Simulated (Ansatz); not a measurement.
# C2H5ClOSi: the cost of one run

Method: UKS B3LYP-D4/STO-3G, in Ansatz 0.2.0.

## 1. The system as given

Bond lengths: O1–C2 1.352 Å, C2–Si3 1.844 Å, C2–C4 1.383 Å, C4–Cl5 1.742 Å, O1–H6 1.051 Å, Si3–H7 1.537 Å, Si3–H8 1.445 Å, Si3–H9 1.529 Å, C4–H10 1.007 Å. Angles: O1–C2–Si3 114.3°, O1–C2–C4 126.2°, Si3–C2–C4 119.5°, C2–O1–H6 106.1°, C2–Si3–H7 109.2°, C2–Si3–H8 113.2°, C2–Si3–H9 109.6°, H7–Si3–H8 106.8°, H7–Si3–H9 105.5°, H8–Si3–H9 112.2°, C2–C4–Cl5 118.3°, C2–C4–H10 128.4°, Cl5–C4–H10 113.2°.

As a file:

```xyz
10

O    -1.6232   -0.1361    0.5384
C    -0.3702    0.1319    0.1055
Si    0.6615   -1.3652   -0.2015
C     0.1782    1.3872   -0.0815
Cl   -0.8403    2.7787    0.1648
H    -2.1026    0.7942    0.6373
H     2.0726   -0.9277   -0.6246
H     0.1482   -2.2024   -1.2609
H     0.8485   -2.1370    1.1052
H     1.1104    1.6251   -0.3798
```

## 2. Relaxing the start

Contents of input.yaml:

```yaml
crystal:
  periodic: [false, false, false]
  atoms:
    - { symbol: O, position_ang: [-1.6232, -0.1361, 0.5384] }
    - { symbol: C, position_ang: [-0.3702, 0.1319, 0.1055] }
    - { symbol: Si, position_ang: [0.6615, -1.3652, -0.2015] }
    - { symbol: C, position_ang: [0.1782, 1.3872, -0.0815] }
    - { symbol: Cl, position_ang: [-0.8403, 2.7787, 0.1648] }
    - { symbol: H, position_ang: [-2.1026, 0.7942, 0.6373] }
    - { symbol: H, position_ang: [2.0726, -0.9277, -0.6246] }
    - { symbol: H, position_ang: [0.1482, -2.2024, -1.2609] }
    - { symbol: H, position_ang: [0.8485, -2.137, 1.1052] }
    - { symbol: H, position_ang: [1.1104, 1.6251, -0.3798] }
magnetization:
  spin_polarized: true
basis:
  gaussian: { orbitals: STO-3G }
hamiltonian:
  xc: b3lyp
  dispersion: d4
relax:
  f_tol: 0.02
  max_steps: 40
```

Run with:

```
ansatz run input.yaml --threads 1 --pin off --max-ram 2048MiB --backend cpu --events-out ev --progress --plain --runs-dir out
```

What time and memory should one allow on 1 thread of Arm Neoverse N1, shared host?

About 53 s, with a peak of 0.17 GiB.
